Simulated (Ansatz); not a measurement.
This script for the Python package of Ansatz (0.2.0) starts 5 runs on ClH₃SeSi, SMILES Cl[SiH2][SeH]. What input does the engine get in each?

The script, `relaxed_scan_clh3sesi.py`:
```python
"""Relaxed scan of one distance in ClH3SeSi."""

from dataclasses import dataclass

import ansatz as az
import numpy as np


@dataclass(frozen=True)
class RunConfig:
    basis: str = "def2-SVP"
    xc: str = "b3lyp"


settings = RunConfig()

GEOMETRY = """
Cl   -2.38850    0.10660   -0.11170
Si   -0.37080   -0.06100   -0.35970
Se    0.63360    0.31080    1.62660
H     0.01270   -1.40820   -0.82860
H     0.11820    0.91120   -1.36400
H     2.03680    0.07650    0.99120
"""

molecule = az.Crystal.molecule()
for line in GEOMETRY.strip().splitlines():
    symbol, *xyz = line.split()
    molecule = molecule.atom(symbol, [float(v) for v in xyz])

base = (
    molecule.calculation()
    .basis(gaussian=settings.basis)
    .functional(settings.xc)
)
symbols = [site.symbol for site in molecule.cartesian_sites]
pairs = [(0, 1), (1, 2), (1, 3), (1, 4), (2, 5)]
print("held (A)   E (eV)        ", "  ".join(f"{symbols[i]}{i}-{symbols[j]}{j}" for i, j in pairs))
for length in [1.36, 1.48, 1.6, 1.78, 2.0]:
    report = base.relax(constraints=[az.DistanceConstraint((1, 4), at=length)], force_tolerance=0.02, max_steps=60).run(threads=1, backend="cpu").report
    xyz = np.array(report["positions_ang"])
    print(f"{length:6.2f} {report['free_energy_ev']:14.5f}  ", "  ".join(f"{np.linalg.norm(xyz[i] - xyz[j]):.3f}" for i, j in pairs))
```

Run 1:
```yaml
crystal:
  periodic: [false, false, false]
  atoms:
    - { symbol: Cl, position_ang: [-2.3885, 0.1066, -0.1117] }
    - { symbol: Si, position_ang: [-0.3708, -0.061, -0.3597] }
    - { symbol: Se, position_ang: [0.6336, 0.3108, 1.6266] }
    - { symbol: H, position_ang: [0.0127, -1.4082, -0.8286] }
    - { symbol: H, position_ang: [0.1182, 0.9112, -1.364] }
    - { symbol: H, position_ang: [2.0368, 0.0765, 0.9912] }
basis:
  gaussian:
    orbitals: def2-SVP
hamiltonian:
  xc: b3lyp
relax:
  f_tol: 0.02
  max_steps: 60
  constraints:
    - { distance: [1, 4], at: 1.36 }
```

Run 2, against run 1:
```diff
-    - { distance: [1, 4], at: 1.36 }
+    - { distance: [1, 4], at: 1.48 }
```

Run 3, against run 1:
```diff
-    - { distance: [1, 4], at: 1.36 }
+    - { distance: [1, 4], at: 1.6 }
```

Run 4, against run 1:
```diff
-    - { distance: [1, 4], at: 1.36 }
+    - { distance: [1, 4], at: 1.78 }
```

Run 5, against run 1:
```diff
-    - { distance: [1, 4], at: 1.36 }
+    - { distance: [1, 4], at: 2.0 }
```

```console
$ python relaxed_scan_clh3sesi.py
held (A)   E (eV)         Cl0-Si1  Si1-Se2  Si1-H3  Si1-H4  Se2-H5
DeckWarning: relax.constraints: the input's atoms, or those drawn, lie off the distances that are held; a relaxation that starts there is brought onto them ahead of its first SCF, by positions alone, an atom by 6.04e-2 Å at the most. With the symmetry detection on, the symmetry is detected on the input's atoms as so [...]
  1.36   -85787.89690   2.077  2.299  1.488  1.360  1.479
  1.48   -85788.07095   2.076  2.298  1.487  1.480  1.479
  1.60   -85787.97389   2.075  2.296  1.486  1.600  1.479
  1.78   -85787.56165   2.071  2.290  1.485  1.780  1.478
  2.00   -85786.88702   2.068  2.284  1.485  2.000  1.478
```
(Warnings from the package without file and line, shortened, repeats left out.)

Total energies depend on the basis set; only differences at equal settings carry meaning. The energies are electronic: no zero-point or thermal terms, and the basis set is short of its limit. b3lyp holds the VWN-RPA fit, as in Gaussian; the form of ORCA and Turbomole is b3lyp5. Finished in 2.7 min on 1 thread of Arm Neoverse N1 (shared host), peak memory 0.25 GiB.
